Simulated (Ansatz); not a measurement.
**CH₇ClOSi₂: basis-set convergence**

The task here is to estimate one member of a computed series from the others.

Method: one geometry, several basis sets; program: Ansatz 0.2.0, Gaussian basis.

Plan: PBE0-D4/def2-SVP; ωB97M-V/def2-SVP; PBE0-D4/def2-QZVPP; ωB97M-V/def2-QZVPP; the functionals' def2-TZVPP values are taken from earlier runs.

**The relaxed structure**

The geometry comes from an earlier relaxation with PBE0-D4 in a triple-zeta def2 set; it is a stationary point, not always the lowest conformer.

SMILES `O[SiH2][SiH2]CCl`, 12 atoms, charge 0, spin multiplicity 1.

Atoms are counted from 1 here; the program's logs count them from 0.

Bond lengths: O1–Si2 1.655 Å, O1–H6 0.958 Å, Si2–Si3 2.353 Å, Si2–H7 1.489 Å, Si2–H8 1.485 Å, Si3–C4 1.891 Å, Si3–H9 1.489 Å, Si3–H10 1.492 Å, C4–Cl5 1.789 Å, C4–H11 1.090 Å, C4–H12 1.090 Å. Angles: Si2–O1–H6 117.6°, O1–Si2–Si3 111.9°, O1–Si2–H7 111.0°, O1–Si2–H8 105.5°, Si3–Si2–H7 110.0°, Si3–Si2–H8 109.1°, H7–Si2–H8 109.1°, Si2–Si3–C4 109.5°, Si2–Si3–H9 111.7°, Si2–Si3–H10 111.0°, C4–Si3–H9 108.5°, C4–Si3–H10 108.1°, H9–Si3–H10 108.0°, Si3–C4–Cl5 109.0°, Si3–C4–H11 111.7°, Si3–C4–H12 112.7°, Cl5–C4–H11 107.3°, Cl5–C4–H12 107.5° and more.

The first run:

Input file in.yaml:

```yaml
crystal:
  periodic: [false, false, false]
  atoms:
    - {symbol: O, position_ang: [-2.133105, -0.025379, 1.920822]}
    - {symbol: Si, position_ang: [-1.484297, 0.174091, 0.411179]}
    - {symbol: Si, position_ang: [0.801815, -0.378788, 0.356474]}
    - {symbol: C, position_ang: [1.598579, 0.384109, -1.179907]}
    - {symbol: Cl, position_ang: [0.662140, -0.104706, -2.623773]}
    - {symbol: H, position_ang: [-2.231034, -0.920378, 2.247319]}
    - {symbol: H, position_ang: [-2.227369, -0.628924, -0.599260]}
    - {symbol: H, position_ang: [-1.642331, 1.617332, 0.098173]}
    - {symbol: H, position_ang: [1.010060, -1.852772, 0.314036]}
    - {symbol: H, position_ang: [1.508299, 0.152850, 1.558424]}
    - {symbol: H, position_ang: [1.587771, 1.473610, -1.140646]}
    - {symbol: H, position_ang: [2.626472, 0.053654, -1.328941]}
basis:
  gaussian: {orbitals: def2-SVP}
hamiltonian: {xc: pbe0, dispersion: d4}
output: {orbitals: {seedname: orbitals}}
```

Run with:

```
$ ansatz run in.yaml --threads 4 --pin off --events-out ev --progress --plain --max-ram 10444MiB
```

Among the steps run: PBE0-D4 in def2-SVP; ωB97M-V in def2-SVP; PBE0-D4 in def2-QZVPP; ωB97M-V in def2-QZVPP.

One table of the session follows, with a row left open; its other results are not shown here.

It belongs to the step «Density functionals: the series». 

```
functional       basis  HOMO (eV)
   PBE0-D4    def2-SVP      -7.68
   PBE0-D4  def2-TZVPP      -7.77
   PBE0-D4  def2-QZVPP      -7.79
   ωB97M-V    def2-SVP      -9.74
   ωB97M-V  def2-TZVPP      -9.86
   ωB97M-V  def2-QZVPP          ?
```

Estimate the missing values for ωB97M-V, def2-QZVPP.

**Answer.** HOMO (eV): -9.88. In the column «HOMO (eV)» it is the lowest.
